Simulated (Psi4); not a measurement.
# CH3InN− ([In(CN)H3]-): levels of theory compared

We compute a comparison of 5 runs (HF/STO-3G, BLYP/3-21G, M06-2X/def2-TZVP, SCS-MP2/def2-TZVP, CCD/def2-SV(P)) of CH3InN− ([In(CN)H3]-). 

Program for the calculation: Psi4 1.11.

10 further runs of the same task are left out: 5 that didn't finish, 5 set aside as unsound or not needed.

## (1) The system as given

The species is CH3InN− (6 atoms), meant as a singlet with charge -1. As SMILES, `[H][In-]([H])([H])[C]#N`. Geometry: a GFN1-xTB relaxation, a rough one for these elements and not checked as a minimum.

Bond lengths: In1–C2 2.222 Å, C2–N3 1.159 Å, In1–H4 1.740 Å, In1–H5 1.741 Å, In1–H6 1.740 Å. Angles: In1–C2–N3 179.4°, C2–In1–H4 105.4°, C2–In1–H5 105.6°, C2–In1–H6 105.4°, H4–In1–H5 113.3°, H4–In1–H6 113.2°, H5–In1–H6 113.0°.

## (2) Energy and forces at HF/STO-3G (run 1)

Contents of job.py:

```python
import psi4

psi4.set_memory(1600000000)
psi4.set_num_threads(1)
psi4.set_output_file('ch3inn.out', False)

mol = psi4.geometry("""
-1 1
In    -0.009600    -0.004360    -0.701830
C      0.018130     0.016100     1.519490
N      0.040890     0.017280     2.678670
H      1.661990    -0.004740    -1.184060
H     -0.861380     1.439180    -1.171740
H     -0.850030    -1.463460    -1.140530
symmetry c1
""")

psi4.set_options({
    'puream': True,
    'e_convergence': 1e-09,
    'd_convergence': 1e-08,
    'scf_type': 'pk',
})

e_tot, wfn = psi4.gradient('hf/STO-3G', molecule=mol, return_wfn=True)
print('gradient / Eh bohr^-1')
print(e_tot.np.round(6))
print(f'energy = {wfn.energy():.10f} Eh')
for k, v in sorted(psi4.core.scalar_variables().items()):
    print(f'{k:45s} {v:18.10f}')
```

Started as:

```console
$ python job.py
```

ch3inn.out:

```text
[...]
  Running in c1 symmetry.
[...]
  Nuclear repulsion =  193.791444811790143
[...]
  Multiplicity = 1
[...]
  Nalpha       = 33
  Nbeta        = 33
[...]
    Number of basis functions: 40
[...]
   @RHF iter   1: -5775.26868136057874   -4.00883e+00   1.65496e-02 ADIIS/DIIS
[...]
   @RHF iter  10: -5775.67463193889762   -5.45697e-12   6.74226e-09 DIIS
[...]
    Orbital Energies [Eh]
    ---------------------
    Doubly Occupied:
       1A   -986.603234     2A   -145.739947     3A   -137.751115
       4A   -137.750700     5A   -137.750696     6A    -27.426865
       7A    -24.444048     8A    -24.442755     9A    -24.442746
      10A    -16.310390    11A    -16.310381    12A    -16.309944
      13A    -16.308298    14A    -16.308291    15A    -15.035209
      16A    -10.718587    17A     -3.965641    18A     -2.781453
      19A     -2.777627    20A     -2.777604    21A     -0.896925
      22A     -0.350146    23A     -0.292514    24A     -0.292468
      25A     -0.289176    26A     -0.275636    27A     -0.275612
      28A     -0.231911    29A     -0.165703    30A     -0.165679
      31A     -0.128321    32A     -0.092940    33A     -0.092543
[...]
  @RHF Final Energy: -5775.67463193889762
   => Energetics <=
    Nuclear Repulsion Energy =            193.7914448117901429
    One-Electron Energy =               -8399.9219419329892844
    Two-Electron Energy =                2430.4558651823017499
    Total Energy =                      -5775.6746319388976190
[...]
 Multipole Moments:
 ------------------------------------------------------------------------------------
     Multipole            Electronic (a.u.)      Nuclear  (a.u.)        Total (a.u.)
 ------------------------------------------------------------------------------------
 L = 1.  Multiply by 2.5417464519 to convert [e a0] to [Debye]
 Dipole X            :         -0.0918591            0.0737091           -0.0181500
 Dipole Y            :         -0.0384663            0.0336890           -0.0047773
 Dipole Z            :         -6.6313013            5.3247588           -1.3065425
 Magnitude           :                                                    1.3066773
[...]
  -Total Gradient:
     Atom            X                  Y                   Z
    ------   -----------------  -----------------  -----------------
       1        0.000364026026    -0.000041086589     0.001980018392
       2       -0.000162664650     0.000472013755     0.013063299581
       3        0.000327749005    -0.000205447118     0.007167538363
       4        0.028347484354    -0.000060242053    -0.007673638434
       5       -0.014594957225     0.024490040636    -0.007560481989
       6       -0.014281637513    -0.024655278634    -0.006976735611
[...]
```

The script printed:

```text
gradient / Eh bohr^-1
[[ 3.6400e-04 -4.1000e-05  1.9800e-03]
 [-1.6300e-04  4.7200e-04  1.3063e-02]
 [ 3.2800e-04 -2.0500e-04  7.1680e-03]
 [ 2.8347e-02 -6.0000e-05 -7.6740e-03]
 [-1.4595e-02  2.4490e-02 -7.5600e-03]
 [-1.4282e-02 -2.4655e-02 -6.9770e-03]]
energy = -5775.6746319389 Eh
CURRENT ENERGY                                  -5775.6746319389
CURRENT REFERENCE ENERGY                        -5775.6746319389
DD SOLVATION ENERGY                                 0.0000000000
HF KINETIC ENERGY                                5775.4392362225
HF POTENTIAL ENERGY                            -11551.1138681614
HF TOTAL ENERGY                                 -5775.6746319389
HF VIRIAL RATIO                                     2.0000407581
NUCLEAR REPULSION ENERGY                          193.7914448118
ONE-ELECTRON ENERGY                             -8399.9219419330
PCM POLARIZATION ENERGY                             0.0000000000
PE ENERGY                                           0.0000000000
SCF ITERATION ENERGY                            -5775.6746319389
SCF ITERATIONS                                     10.0000000000
SCF TOTAL ENERGY                                -5775.6746319389
TWO-ELECTRON ENERGY                              2430.4558651823
```

Run time: 3.6 s. Hardware: 1 thread of Intel Xeon Platinum 8259CL at 2.50GHz (Skylake/Cascade Lake), shared host; peak memory 0.19 GiB.

## (3) A single-point energy at BLYP/3-21G (run 2)

Contents of calc.py:

```python
import psi4

psi4.set_memory(1600000000)
psi4.set_num_threads(1)
psi4.core.set_output_file('psi4.out', False)

mol = psi4.geometry("""
-1 1
In    -0.009600    -0.004360    -0.701830
C      0.018130     0.016100     1.519490
N      0.040890     0.017280     2.678670
H      1.661990    -0.004740    -1.184060
H     -0.861380     1.439180    -1.171740
H     -0.850030    -1.463460    -1.140530
symmetry c1
no_reorient
no_com
""")

psi4.set_options({
    'basis': '3-21G',
    'puream': True,
    'e_convergence': 1e-09,
    'd_convergence': 1e-08,
    'scf_type': 'pk',
    'dft_radial_points': 99,
    'dft_spherical_points': 590,
})

E, wfn = psi4.energy("BLYP", return_wfn=True)
psi4.oeprop(wfn, "DIPOLE", "WIBERG_LOWDIN_INDICES", "LOWDIN_CHARGES")
print(f'total energy {E:.8f} hartree = {E * 27.211386:.5f} eV')
for k, v in sorted(psi4.core.scalar_variables().items()):
    print(f'{k:45s} {v:18.10f}')
```

Started as:

```console
$ python calc.py
```

psi4.out:

```text
[...]
  Running in c1 symmetry.
[...]
  Nuclear repulsion =  193.791444811790143
[...]
  Multiplicity = 1
[...]
  Nalpha       = 33
  Nbeta        = 33
[...]
    Number of basis functions: 55
[...]
   @RKS iter   1: -5810.81490399883296   -2.61007e+00   1.42488e-02 DIIS/ADIIS
[...]
   @RKS iter  11: -5811.34501938971152    0.00000e+00   4.66596e-09 DIIS
[...]
    Orbital Energies [Eh]
    ---------------------
    Doubly Occupied:
       1A   -978.640710     2A   -143.337937     3A   -133.398143
       4A   -133.397372     5A   -133.397371     6A    -26.968477
       7A    -22.834334     8A    -22.832890     9A    -22.832880
      10A    -15.799679    11A    -15.796962    12A    -15.796960
      13A    -15.796086    14A    -15.796079    15A    -13.727975
      16A     -9.670251    17A     -3.858727    18A     -2.519586
      19A     -2.517711    20A     -2.517706    21A     -0.625708
      22A     -0.520700    23A     -0.518734    24A     -0.518710
      25A     -0.511603    26A     -0.511591    27A     -0.215055
      28A     -0.131001    29A     -0.099727    30A     -0.099710
      31A     -0.067450    32A     -0.053068    33A     -0.052809
[...]
  @RKS Final Energy: -5811.34501938971152
   => Energetics <=
    Nuclear Repulsion Energy =            193.7914448117901429
    One-Electron Energy =               -8420.7641422444485215
    Two-Electron Energy =                2585.3664552664781695
    DFT Exchange-Correlation Energy =    -169.7387772235305476
    Empirical Dispersion Energy =           0.0000000000000000
    VV10 Nonlocal Energy =                  0.0000000000000000
    Total Energy =                      -5811.3450193897115241
[...]
 Multipole Moments:
 ------------------------------------------------------------------------------------
     Multipole            Electronic (a.u.)      Nuclear  (a.u.)        Total (a.u.)
 ------------------------------------------------------------------------------------
 L = 1.  Multiply by 2.5417464519 to convert [e a0] to [Debye]
 Dipole X            :          0.2265191           -0.2358567           -0.0093376
 Dipole Y            :          0.0441390           -0.0474321           -0.0032931
 Dipole Z            :         18.2461396          -18.9319755           -0.6858359
 Magnitude           :                                                    0.6859074
[...]
```

The script printed:

```text
total energy -5811.34501939 hartree = -158134.75250 eV
CURRENT ENERGY                                  -5811.3450193897
CURRENT REFERENCE ENERGY                        -5811.3450193897
DD SOLVATION ENERGY                                 0.0000000000
DFT FUNCTIONAL TOTAL ENERGY                     -5811.3450193897
DFT TOTAL ENERGY                                -5811.3450193897
DFT VV10 ENERGY                                     0.0000000000
DFT XC ENERGY                                    -169.7387772235
GRID ELECTRONS ALPHA                               33.0000001301
GRID ELECTRONS BETA                                33.0000001301
GRID ELECTRONS TOTAL                               66.0000002601
NUCLEAR REPULSION ENERGY                          193.7914448118
ONE-ELECTRON ENERGY                             -8420.7641422444
PCM POLARIZATION ENERGY                             0.0000000000
PE ENERGY                                           0.0000000000
SCF ITERATION ENERGY                            -5811.3450193897
SCF ITERATIONS                                     11.0000000000
SCF TOTAL ENERGY                                -5811.3450193897
TWO-ELECTRON ENERGY                              2585.3664552665
XC GRID RADIAL POINTS                              99.0000000000
XC GRID SPHERICAL POINTS                          590.0000000000
XC GRID TOTAL POINTS                           335111.0000000000
```

Run time: 8.4 s. Hardware: 1 thread of Intel Xeon Platinum 8259CL at 2.50GHz (Skylake/Cascade Lake), shared host; peak memory 0.59 GiB.

## (4) The energy at M06-2X/def2-TZVP (core potential) (run 3)

Contents of input.in:

```
memory 1.6 GB

molecule mol {
  -1 1
  In    -0.01814137    -0.00823921    -1.32626649
  C      0.03426073     0.03042459     2.87141995
  N      0.07727090     0.03265447     5.06195268
  H      3.14070592    -0.00895730    -2.23754912
  H     -1.62777229     2.71965604    -2.21426769
  H     -1.60632390    -2.76553859    -2.15528934
  units bohr
  symmetry c1
  no_reorient
  no_com
}

set {
  puream true
  e_convergence 1e-09
  d_convergence 1e-08
  scf_type pk
  dft_radial_points 99
  dft_spherical_points 590
}

energy_value, wavefunction = energy("m06-2x/def2-TZVP", return_wfn=True)
oeprop(wavefunction, "MULLIKEN_CHARGES", "DIPOLE", "WIBERG_LOWDIN_INDICES")
print_variables()
```

Started as:

```console
$ psi4 -n 1 input.in input.out
```

input.out:

```text
[...]
    !!!  WARNING: ECP capability is in beta. Please check occupations closely.  !!!
[...]
  Running in c1 symmetry.
[...]
  Nuclear repulsion =   97.552920348249771
[...]
  Multiplicity = 1
[...]
  Nalpha       = 19
  Nbeta        = 19
[...]
    Number of basis functions: 130
[...]
   @RKS iter   1:  -284.53972992135652   -1.47089e+00   4.82067e-03 ADIIS/DIIS
[...]
   @RKS iter  11:  -284.74556657953838   -4.66116e-12   3.41280e-09 DIIS
[...]
    Orbital Energies [Eh]
    ---------------------
    Doubly Occupied:
       1A    -14.558712     2A    -10.364705     3A     -4.682353
       4A     -3.060158     5A     -3.057430     6A     -3.057414
       7A     -0.815379     8A     -0.685925     9A     -0.682642
      10A     -0.682617    11A     -0.675611    12A     -0.675589
      13A     -0.363004    14A     -0.281647    15A     -0.225708
      16A     -0.225698    17A     -0.203265    18A     -0.155031
      19A     -0.154740
[...]
  @RKS Final Energy:  -284.74556657953838
   => Energetics <=
    Nuclear Repulsion Energy =             97.5529203482497707
    One-Electron Energy =                -663.3528559870292156
    Two-Electron Energy =                 295.7178714830623676
    DFT Exchange-Correlation Energy =     -14.6635024238213472
    Empirical Dispersion Energy =           0.0000000000000000
    VV10 Nonlocal Energy =                  0.0000000000000000
    Total Energy =                       -284.7455665795383766
[...]
 Multipole Moments:
 ------------------------------------------------------------------------------------
     Multipole            Electronic (a.u.)      Nuclear  (a.u.)        Total (a.u.)
 ------------------------------------------------------------------------------------
 L = 1.  Multiply by 2.5417464519 to convert [e a0] to [Debye]
 Dipole X            :         -0.2865078            0.2721016           -0.0144062
 Dipole Y            :         -0.1883890            0.1832656           -0.0051234
 Dipole Z            :        -19.2339721           18.2034860           -1.0304861
 Magnitude           :                                                    1.0305996
[...]
  Mulliken Charges: (a.u.)
   Center  Symbol    Alpha    Beta     Spin     Total
       1    IN    10.34656 10.34656  0.00000  0.30689
       2     C     3.22504  3.22504  0.00000 -0.45007
       3     N     3.55783  3.55783  0.00000 -0.11567
       4     H     0.62337  0.62337  0.00000 -0.24675
       5     H     0.62362  0.62362  0.00000 -0.24725
       6     H     0.62358  0.62358  0.00000 -0.24715
   Total alpha = 19.00000, Total beta = 19.00000, Total charge = -1.00000
  Wiberg Bond Indices using Orthogonal Lowdin Orbitals:
[...]
```

It took 81 s on 1 thread of Intel Xeon Platinum 8259CL at 2.50GHz (Skylake/Cascade Lake), shared host; peak memory 0.89 GiB.

Run 4 isn't shown in full; the table further down has it.

## (5) A single-point energy at CCD/def2-SV(P) (density fitting, core potential, density fitting for correlation) (run 5)

Contents of ch3inn.dat:

```
memory 1600 mb

molecule m {
  -1 1
  In    -0.01814137    -0.00823921    -1.32626649
  C      0.03426073     0.03042459     2.87141995
  N      0.07727090     0.03265447     5.06195268
  H      3.14070592    -0.00895730    -2.23754912
  H     -1.62777229     2.71965604    -2.21426769
  H     -1.60632390    -2.76553859    -2.15528934
  units au
  symmetry c1
  no_reorient
  no_com
}

set {
  scf_type df
  cc_type df
  freeze_core true
  level_shift 0.1
  maxiter 80
}

e_tot, wfn = energy('ccd/def2-SV(P)', return_wfn=True)
```

Started as:

```console
$ psi4 -i ch3inn.dat -o ch3inn.out -n 1
```

ch3inn.out:

```text
[...]
    !!!  WARNING: ECP capability is in beta. Please check occupations closely.  !!!
[...]
  Running in c1 symmetry.
[...]
  Nuclear repulsion =   97.552920348249771
[...]
  Multiplicity = 1
[...]
  Nalpha       = 19
  Nbeta        = 19
[...]
    Number of basis functions: 60
[...]
   @DF-RHF iter   1:  -283.15170690944228   -2.12278e+00   4.72309e-03 ADIIS/DIIS
[...]
   @DF-RHF iter  12:  -283.19937979291501   -3.35376e-12   6.72012e-09 DIIS
[...]
    Orbital Energies [Eh]
    ---------------------
    Doubly Occupied:
       1A    -15.371773     2A    -11.057515     3A     -5.184603
       4A     -3.441804     5A     -3.439481     6A     -3.439474
       7A     -1.001242     8A     -0.835316     9A     -0.830090
      10A     -0.830064    11A     -0.822292    12A     -0.822272
      13A     -0.459519    14A     -0.377177    15A     -0.283934
      16A     -0.283910    17A     -0.283564    18A     -0.216545
      19A     -0.216203
[...]
  @DF-RHF Final Energy:  -283.19937979291501
   => Energetics <=
    Nuclear Repulsion Energy =             97.5529203482497707
    One-Electron Energy =                -663.1110504581997702
    Two-Electron Energy =                 282.3587503170349464
    Total Energy =                       -283.1993797929150105
[...]
 Multipole Moments:
 ------------------------------------------------------------------------------------
     Multipole            Electronic (a.u.)      Nuclear  (a.u.)        Total (a.u.)
 ------------------------------------------------------------------------------------
 L = 1.  Multiply by 2.5417464519 to convert [e a0] to [Debye]
 Dipole X            :         -0.2860139            0.2721016           -0.0139123
 Dipole Y            :         -0.1879351            0.1832656           -0.0046695
 Dipole Z            :        -19.2161486           18.2034860           -1.0126626
 Magnitude           :                                                    1.0127689
[...]
	DF-MP2 Total Energy (a.u.)         :  -283.56445633803185
[...]
```

It took 6 s on 1 thread of Intel Xeon Platinum 8259CL at 2.50GHz (Skylake/Cascade Lake), shared host; peak memory 0.21 GiB.

## (6) The series

```
run                                                                              level      task         integration grid   energy (Eh)  HOMO energy (eV)  LUMO energy (eV)  HOMO–LUMO gap (eV)  wall time
  1                                                                          HF/STO-3G  gradient                        –  -5775.674632             -2.52             16.61               19.13      3.6 s
  2                                                                         BLYP/3-21G    energy  99 radial × 590 angular  -5811.345019             -1.44              5.10                6.54      8.4 s
  3                                                  M06-2X/def2-TZVP (core potential)    energy  99 radial × 590 angular   -284.745567             -4.21              4.40                8.61       81 s
  4                                SCS-MP2/def2-TZVP (density fitting, core potential)    energy                        –   -283.946735             -6.02              5.63               11.65       14 s
  5  CCD/def2-SV(P) (density fitting, core potential, density fitting for correlation)    energy                        –   -283.583967             -5.88              7.26               13.14        6 s
```

## (7) What came out

```
                                                    quantity          value
                                         run 5: total energy  -283.58397 Eh
                  run 5: HOMO energy (Hartree–Fock orbitals)       -5.88 eV
                  run 5: LUMO energy (Hartree–Fock orbitals)        7.26 eV
run 5: HOMO–LUMO gap (to an unbound level, set by the basis)       13.14 eV
          run 5: correlation energy (6 core orbitals frozen)     -384.6 mEh
```

What this shows: Over runs 1, 2, 3 the HOMO–LUMO gap runs from 6.54 eV (BLYP/3-21G) to 19.13 eV (HF/STO-3G). The two ends differ in method and basis. The empty levels of an anion lie above zero and hang on the basis. Totals of different functionals can't be ranked against each other. Some runs of one species differ in core potentials or relativity; totals across that change don't compare. In run 1 the basis is minimal, so the values are rough. In runs 1, 2 relativity is left out where basis or elements ask for it. All runs together took 1.9 min, the longest 81 s.
